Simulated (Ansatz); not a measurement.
HPbNO4:

```
CELL_PARAMETERS angstrom
6.85876 0.00000 -0.01491
0.00000 4.22865 0.00000
-3.37519 0.00000 7.28194
ATOMIC_POSITIONS crystal
H 0.22549 0.75000 0.50730
H 0.77451 0.25000 0.49270
Pb 0.30229 0.25000 0.28494
Pb 0.69771 0.75000 0.71506
N 0.21484 0.75000 0.83567
N 0.78516 0.25000 0.16433
O 0.33078 0.75000 0.45338
O 0.40909 0.75000 0.86901
O 0.15508 0.75000 0.96537
O 0.07083 0.75000 0.66955
O 0.66922 0.25000 0.54661
O 0.59091 0.25000 0.13099
O 0.84492 0.25000 0.03463
O 0.92917 0.25000 0.33045
```

The cell was built by a generator and needn't be a form met in nature.

```yaml
Program: Ansatz 0.2.0
Task: relaxation of cell and atoms
Functional: r2SCAN
Potentials_or_basis: Ansatz PAW
Cutoff: "500 eV (not typed: the program's choice for these potentials)"
k_mesh: 3 × 5 × 3
Occupations: fermi-dirac, width 0.05 eV
Spin: no spin polarisation
```

At the start: volume 15.07 Å³/atom.

How do energy, volume and symmetry change on relaxing?

It ends after 10 steps and the volume is 14.22 Å³/atom (-5.6 %); space group P2_1/m (No. 11, to 0.05 Å).

Step by step:
| step | energy change (eV) | largest force (eV/Å) | volume (Å³) |
| --- | --- | --- | --- |
| 1 | 0.0000 | 0.6516 | 210.99 |
| 2 | -0.0193 | 0.4344 | 191.44 |
| 3 | -0.0910 | 0.1018 | 200.80 |
| 4 | -0.0955 | 0.0688 | 199.97 |
| 5 | -0.0975 | 0.0577 | 199.10 |
| 6 | -0.0981 | 0.0185 | 198.87 |
| 7 | -0.0982 | 0.0106 | 198.93 |
| 8 | -0.0925 | 0.0095 | 198.93 |
| 9 | -0.0925 | 0.0080 | 199.07 |
| 10 | -0.0925 | 0.0080 | 199.07 |

Final structure:
```
CELL_PARAMETERS angstrom
6.81352 0.00000 -0.12055
0.00000 4.10803 0.00000
-3.46532 0.00000 7.17363
ATOMIC_POSITIONS crystal
H 0.22076 0.75000 0.50397
H 0.77924 0.25000 0.49603
Pb 0.29847 0.25000 0.27945
Pb 0.70153 0.75000 0.72055
N 0.22008 0.75000 0.83707
N 0.77992 0.25000 0.16293
O 0.32841 0.75000 0.45476
O 0.41394 0.75000 0.86736
O 0.16976 0.75000 0.97141
O 0.06675 0.75000 0.67012
O 0.67159 0.25000 0.54524
O 0.58606 0.25000 0.13264
O 0.83024 0.25000 0.02859
O 0.93325 0.25000 0.32988
```

Caveat: the plane-wave basis is chosen anew once the cell has moved, so the energies of steps on either side of that aren't comparable; the PAW data sets come from PBE, with cores solved anew for the run's functional, which leaves a small shift of forces and pressure.
